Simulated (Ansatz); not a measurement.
# YBiO₂F₂, space group P-4m2: a projected density of states

Program: Ansatz's Python interface.

The cells in order, each with its output:

**Cell 1**
```python
import ansatz as az
import numpy as np
```

**Cell 2**
```python
crystal = (
    az.Lattice.from_parameters(3.928474, 3.928474, 5.614813, alpha=90, beta=90, gamma=90)
    .space_group(115, hermann_mauguin='P-4m2')
    .atom('Y', (0.0, 0.0, 0.0))
    .atom('Bi', (0.5, 0.5, 0.5))
    .atom('O', (0.0, 0.5, 0.745628))
    .atom('F', (0.0, 0.5, 0.219615))
)

crystal.resolved().sites[-1]
```
Output:
```text
Site(symbol='F', position=(0.5, 0.0, 0.780385), moment=None, axis=None, held=None, saved=None)
```

**Cell 3**
```python
calculation = (
    crystal.calculation()
    .functional('lda')
    .kpoints(4, 4, 3, shift=0.5)  # the mesh must be finer for metals
    .occupations('fixed')  # no smearing
    .mixing('anderson', ndim=12, beta=0.6)
    .initial_density(normalization='cell')
    .scf(max_iterations=200)
    .scf(extra_bands=18)
    .density_of_states(projected=True, energy_step=0.1)
)
res = calculation.run(threads=1, backend='cpu')
r = res.report

r['converged'], r['free_energy_ev']
```
Output:
```text
DeckWarning: basis.ecutwfc = 420 eV, auto-derived from the records' recommended cutoffs: set by Y (normal level)
(True, -18535.756485495825)
```

**Cell 4**
```python
r['kweights']
```
Output:
```text
[0.16666666666666666, 0.08333333333333333, 0.3333333333333333, 0.16666666666666666,
 0.16666666666666666, 0.08333333333333333]
```

**Cell 5**
```python
res.lattice.cell_ang
```
Output:
```text
array([[3.92847400e+00, 0.00000000e+00, 0.00000000e+00],
       [2.40549655e-16, 3.92847400e+00, 0.00000000e+00],
       [3.43808138e-16, 3.43808138e-16, 5.61481300e+00]])
```

**Cell 6**
```python
dos = res.density_of_states()
energy = np.asarray(dos.energies_ev) - dos.fermi_ev
curves = {}
for site in res.projected_density_of_states().sites:
    for shell in site.shells:
        weight = sum(np.sum(curve.g_bin_mean_per_ev, axis=0) for curve in shell.curves)
        name = f'{site.species} {shell.label}'
        curves[name] = curves.get(name, 0) + weight
```

**Cell 7**
```python
step = energy[1] - energy[0]
windows = [(-8, -4), (-4, 0), (0, 4)]
print('states by shell in windows of E - E_F (eV):', windows)
for name, g in curves.items():
    print(f'{name:8s}', ' '.join(f'{step * g[(energy >= a) & (energy < b)].sum():8.3f}' for a, b in windows))
filled = (energy < 0) & (energy > -8)
for name, g in curves.items():
    if g[filled].sum() * step > 0.5:
        print(f'centre of {name}: {np.average(energy[filled], weights=g[filled]):.2f} eV')
```
Output:
```text
states by shell in windows of E - E_F (eV): [(-8, -4), (-4, 0), (0, 4)]
Y 4S        0.007    0.005    0.003
Y 5S        0.090    0.096    0.043
Y 4P        0.064    0.038    0.003
Y 4D        0.554    0.507    0.250
Bi 6S       0.152    0.261    0.008
Bi 6P       0.608    0.664    1.123
Bi 5D       0.008    0.011    0.000
O 2S        0.064    0.029    0.139
O 2P        0.664    9.065    0.229
F 2S        0.015    0.043    0.060
F 2P        9.660    1.206    0.078
centre of Y 4D: -3.63 eV
centre of Bi 6P: -3.87 eV
centre of O 2P: -2.03 eV
centre of F 2P: -4.89 eV
```

Notes:
- The settings weren't tested for convergence.
- No spin polarisation was allowed.
- Spin-orbit coupling, left out here, can change this gap by several tenths of an eV, and inverted bands can meet off the mesh.
- Under fixed occupations the level called the Fermi level is the highest filled one on the SCF mesh; off the mesh a filled band can lie a little above it.
- The crystal has a gap of about 2.81 eV on the mesh; bins of finite width blur the band edges.
- Spin-orbit coupling, which matters for elements this heavy, is left out.
- The structure comes from a database of computed cells and needn't be a stable or known phase.
- Warnings are shown shortened and without file and line.
- Curves are summed over the cell's atoms. Only shells that the potentials hold have channels, so projections don't add up to the total, least of all where a shell is missing (p of most metals); heights and places of peaks move with the mesh.
- The density of states is complete only as far up as bands were computed.
- A band centre counts only the states inside the window taken.
- Finished in 3.6 s on 1 thread of Intel(R) Xeon(R) Platinum 8259CL CPU @ 2.50GHz (Skylake/Cascade Lake) (shared host), peak memory 0.4 GiB.
